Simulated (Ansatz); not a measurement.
# Cl2H5NOZr: the cost of one run

All numbers below are computed with Ansatz 0.2.0 (RKS PBE0/def2-SVP).

## 1. The system as given

Bond lengths: Zr1–N2 2.560 Å, N2–H3 1.060 Å, N2–H4 1.060 Å, Zr1–O5 2.070 Å, O5–H6 1.010 Å, Zr1–Cl7 2.518 Å, Zr1–Cl8 2.518 Å, Zr1–H9 2.150 Å, Zr1–H10 2.332 Å. Angles (14 of 19 angles, heavy atoms first): N2–Zr1–O5 109.4°, N2–Zr1–Cl7 109.5°, N2–Zr1–Cl8 109.5°, O5–Zr1–Cl7 109.5°, O5–Zr1–Cl8 109.5°, Cl7–Zr1–Cl8 109.5°, Zr1–N2–H3 120.0°, Zr1–N2–H4 120.0°, N2–Zr1–H9 71.6°, N2–Zr1–H10 41.9°, O5–Zr1–H9 75.6°, O5–Zr1–H10 89.9°, Cl7–Zr1–H9 64.5°, Cl7–Zr1–H10 82.6°.

Coordinates:

```xyz
10

Zr    0.0000    0.0000    0.0000
N     0.0000    0.0000    2.5600
H    -0.8770   -0.2713    3.0900
H     0.8770    0.2713    3.0900
O     1.9520    0.0000   -0.6893
H     2.2684   -0.9521   -0.8060
Cl   -1.1869    2.0563   -0.8392
Cl   -1.1869   -2.0563   -0.8392
H     0.8060    1.8744    0.6779
H     0.6155    1.4314    1.7349
```

## 2. A restrained relaxation towards end A

Springs on the bonds that form and break draw the guess towards this end; the thresholds are loose.

The input, input.yaml:

```yaml
crystal:
  periodic: [false, false, false]
  atoms:
    - { symbol: Zr, position_ang: [0.0, 0.0, 0.0] }
    - { symbol: "N", position_ang: [0.0, 0.0, 2.56] }
    - { symbol: H, position_ang: [-0.877, -0.2713, 3.09] }
    - { symbol: H, position_ang: [0.877, 0.2713, 3.09] }
    - { symbol: O, position_ang: [1.952, 0.0, -0.6893] }
    - { symbol: H, position_ang: [2.2684, -0.9521, -0.806] }
    - { symbol: Cl, position_ang: [-1.1869, 2.0563, -0.8392] }
    - { symbol: Cl, position_ang: [-1.1869, -2.0563, -0.8392] }
    - { symbol: H, position_ang: [0.806, 1.8744, 0.6779] }
    - { symbol: H, position_ang: [0.6155, 1.4314, 1.7349] }
basis:
  gaussian: { orbitals: def2-SVP }
hamiltonian:
  xc: pbe0
relax:
  f_tol: 0.15
  max_steps: 25
  restrain:
    - { distance: [0, 8], at: 3.05, k: 30.0 }
    - { distance: [9, 1], at: 2.26, k: 30.0 }
    - { distance: [0, 1], at: 2.21, k: 30.0 }
    - { distance: [9, 8], at: 0.66, k: 30.0 }
```

Command:

```sh
> ansatz run input.yaml --threads 4 --pin off --max-ram 5120MiB --backend cpu --events-out ev --progress --plain --runs-dir out
```

**Question.** How long does this run take on 4 threads of Arm Neoverse V2, shared host, and how much memory does it need?

About 27 s, with a peak of 0.29 GiB.
